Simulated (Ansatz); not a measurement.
**GaLi− (doublet): RPA-PBE over vertical spin and charge gaps, aug-cc-pVDZ**

Aim: run GaLi− (doublet) with these functionals over vertical spin and charge gaps, and hold them against the top wave-function level at the same points.

Computed with Ansatz 0.2.0, Gaussian basis. Level: aug-cc-pVDZ, all electrons in the functionals, frozen cores in the correlation of double hybrids and RPA.

The runs, in order: RPA-PBE, at charge -1, doublet; charge -1, quartet; charge 0, singlet; charge 0, triplet.

22 further runs of the same task are left out: 8 for a known fault of the program, 7 that didn't finish, 7 set aside as unsound or not needed.

**1. What is computed**

The geometry is a PBE0/def2-TZVPD stationary point (not a proven minimum). No spin-orbit coupling is included. The filled d shell of Ga may be among the frozen orbitals whatever the setting's name suggests; the logs give the count.

2 atoms, charge -1, spin multiplicity 2.

Atoms are counted from 1 here; the program's logs count them from 0.

No contacts short enough for the rule that draws bonds.

No dispersion term is added.

The geometry shown and the zero of energy belong to the point charge -1, doublet. The yardstick, FCI, and other wave-function levels (R restricted, U unrestricted, valence and pair active spaces) come from earlier runs.

**2. RPA-PBE, charge -1, doublet**

File in.yaml:

```yaml
crystal:
  periodic: [false, false, false]
  atoms:
    - {symbol: Ga, position_ang: [0.000000, 0.000000, 0.000000]}
    - {symbol: Li, position_ang: [0.000000, 0.000000, 2.808800]}
basis:
  gaussian: {orbitals: aug-cc-pVDZ}
total_charge: -1
magnetization: {spin_polarized: true, initial_magnetization: 1}
hamiltonian: {xc: {name: PBE}}
correlation: {method: rpa, electrons: outside_noble_gas}
```

Launch:

```bash
> ansatz run in.yaml --threads 1 --pin off --events-out ev --progress --plain --max-ram 2393MiB
```

The runs that follow: RPA-PBE, charge -1, quartet; RPA-PBE, charge 0, singlet; RPA-PBE, charge 0, triplet.

Q: Predict the results of all the runs planned. Wanted: doublet to quartet, FCI; removing an electron; largest miss, RPA-PBE (for each run or level that gives them).

As calculated:

```
                           quantity                                       value
            doublet to quartet, FCI                                    0.273 eV
removing an electron (singlet), FCI                                    0.645 eV
removing an electron (triplet), FCI                                    0.897 eV
              largest miss, RPA-PBE  +0.195 eV (removing an electron (singlet))
```

In words: RPA-PBE strays by up to 0.195 eV, at removing an electron (singlet). RPA-PBE clearly breaks the spin symmetry at some points (⟨S²⟩ up to 0.48 above the pure value), so energy there is bought with a mixed spin. Functionals and the yardstick converge differently with the basis, so part of each miss in aug-cc-pVDZ is the basis.
